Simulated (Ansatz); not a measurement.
# SnTe: the cost of one run

Program: Ansatz 0.2.0. Level of theory: DFT PBE, scalar-relativistic, plane waves, PAW. These are calculated values, not measurements.

The COD entry's cell or inner coordinates are ideal or old and differ from later refinements, so a difference from it is no clean test against experiment.

2 further runs of the same task are left out: 2 set aside as unsound or not needed.

## 1. The starting structure

Symmetry: Fm-3m, No. 225, cubic system. The conventional cell has a = 6.410 Å, b = 6.410 Å, c = 6.410 Å, α = 90.00°, β = 90.00°, γ = 90.00°. Sn (site symmetry m-3m) has 6 Te at 3.21 Å as nearest neighbours. Te (site symmetry m-3m) is surrounded by 6 Sn at 3.21 Å.

Structure file:

```cif
data_structure
_symmetry_space_group_name_H-M 'Fm-3m'
_symmetry_Int_Tables_number 225
_cell_length_a 6.4103
_cell_length_b 6.4103
_cell_length_c 6.4103
_cell_angle_alpha 90.000
_cell_angle_beta 90.000
_cell_angle_gamma 90.000
_cell_volume 263.42
loop_
_atom_site_label
_atom_site_type_symbol
_atom_site_symmetry_multiplicity
_atom_site_Wyckoff_symbol
_atom_site_fract_x
_atom_site_fract_y
_atom_site_fract_z
_atom_site_occupancy
Sn1 Sn 4 a 0.00000 0.00000 0.00000 1
Te1 Te 4 b 0.50000 0.00000 0.00000 1
```

It is the result of an earlier relaxation at this level (volume 32.93 Å³/atom; gap on the mesh: 0.05 eV).

## 2. Band transport

Contents of input.yaml:

```yaml
crystal:
  lattice:
    - [0.0, 3.2051637835, 3.2051637835]
    - [3.2051637835, 0.0, 3.2051637835]
    - [3.2051637835, 3.2051637835, 0.0]
  atoms:
    - { symbol: Sn, position: [0.0, 0.0, 0.0] }
    - { symbol: Te, position: [0.5, 0.5, 0.5] }
basis:
  ecutwfc: 420
kpoints:
  mp_grid: { grid: [10, 10, 10] }
hamiltonian:
  xc: pbe
scf:
  occupations: { method: gaussian, width: 0.01 }
output:
  eigenvalues: true
  states_by_energy: {}
checkpoint:
  read: start.run
  write: ck
  compress: false
  write_wavefunctions: false
  write_every: 100000
```

Command:

```sh
$ ansatz run input.yaml --threads 1 --pin off --max-ram 2560MiB --backend cpu --events-out ev --progress --plain --runs-dir out
```

**Question.** How long does this run take on 1 thread of Intel Xeon at 2.70GHz, shared host, and how much memory does it need?

About 5.1 min, with a peak of 1.1 GiB.
